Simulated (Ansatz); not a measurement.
# C3H6Ge: up Jacob's ladder to CCSD(T)

The task here is to estimate one member of a computed series from the others.

The runs use Ansatz 0.2.0, Gaussian basis; functionals in def2-TZVPP, the program's frozen cores in correlated methods.

Plan: PBE-D4, r2SCAN-D4, PBE0-D4, B3LYP-D4, ωB97X-V, ωB97M-V, B2PLYP; CCSD(T)/def2-TZVPP; MP2/def2-QZVPP; extrapolation to the limit.

### Structure used throughout

All runs share one geometry, relaxed beforehand with PBE0-D4 in a triple-zeta def2 set.

SMILES `[GeH3][C]1=CC1`, 10 atoms, charge 0, spin multiplicity 1.

Atoms are counted from 1 here; the program's logs count them from 0.

Bond lengths: Ge1–C2 1.913 Å, Ge1–H5 1.535 Å, Ge1–H6 1.536 Å, Ge1–H7 1.536 Å, C2–C3 1.294 Å, C2–C4 1.517 Å, C3–C4 1.484 Å, C3–H8 1.077 Å, C4–H9 1.090 Å, C4–H10 1.090 Å. Angles: C2–Ge1–H5 109.7°, C2–Ge1–H6 109.0°, C2–Ge1–H7 109.0°, H5–Ge1–H6 110.1°, H5–Ge1–H7 110.1°, H6–Ge1–H7 109.0°, Ge1–C2–C3 151.0°, Ge1–C2–C4 145.9°, C3–C2–C4 63.2°, C2–C3–C4 65.8°, C2–C3–H8 148.5°, C4–C3–H8 145.8°, C2–C4–C3 51.1°, C2–C4–H9 119.2°, C2–C4–H10 119.2°, C3–C4–H9 119.8°, C3–C4–H10 119.8°, H9–C4–H10 113.8°.

The first run:

in.yaml

```yaml
crystal:
  periodic: [false, false, false]
  atoms:
    - {symbol: Ge, position_ang: [-0.979044, 1.062441, -0.911089]}
    - {symbol: C, position_ang: [0.022961, -0.245148, 0.061235]}
    - {symbol: C, position_ang: [0.213234, -1.464372, 0.451695]}
    - {symbol: C, position_ang: [1.225692, -0.500009, 0.949906]}
    - {symbol: H, position_ang: [-2.175930, 0.391227, -1.599944]}
    - {symbol: H, position_ang: [-1.470373, 2.142028, 0.065190]}
    - {symbol: H, position_ang: [-0.064562, 1.713509, -1.959832]}
    - {symbol: H, position_ang: [-0.110502, -2.491827, 0.444826]}
    - {symbol: H, position_ang: [1.198013, -0.172846, 1.989459]}
    - {symbol: H, position_ang: [2.223709, -0.486103, 0.511452]}
basis:
  gaussian: {orbitals: def2-TZVPP}
hamiltonian: {xc: pbe, dispersion: d4}
output: {forces: true, orbitals: {seedname: orbitals}}
```

On the command line:

```
$ ansatz run in.yaml --threads 4 --pin off --events-out ev --progress --plain --max-ram 10444MiB
```

Among the steps run: PBE-D4 (GGA); r2SCAN-D4 (meta-GGA); PBE0-D4 (hybrid); B3LYP-D4 (hybrid); ωB97X-V (range-separated); ωB97M-V (range-separated); B2PLYP (double hybrid); CCSD(T) in def2-TZVPP; MP2 in def2-QZVPP.

One table of the session follows, with a row left open; its other results are not shown here.

It belongs to the step «Atomisation energies». 

| method | atomisation energy (kJ/mol) |
| --- | --- |
| PBE-D4 | 3702.9 |
| r2SCAN-D4 | 3640.4 |
| PBE0-D4 | 3649.3 |
| B3LYP-D4 | 3616.6 |
| ωB97X-V | 3639.0 |
| ωB97M-V | ? |
| B2PLYP | 3587.9 |
| HF/def2-TZVPP | 2640.9 |
| MP2/def2-TZVPP | 3595.3 |
| CCSD/def2-TZVPP | 3493.6 |
| CCSD(T)/def2-TZVPP | 3550.9 |
| MP2/CBS | 3670.0 |
| CCSD(T)/CBS | 3625.6 |

**Question.** Estimate the row for ωB97M-V.

The run gave: atomisation energy (kJ/mol): 3623.7. In the column «atomisation energy (kJ/mol)» it lies between B3LYP-D4 (3616.6) and CCSD(T)/CBS (3625.6).

Limits of these values: Free atoms (1 Ge, 3 C, 6 H) were run apart at each level; the atomisation energy is their sum less the molecule, without zero-point or spin-orbit terms.
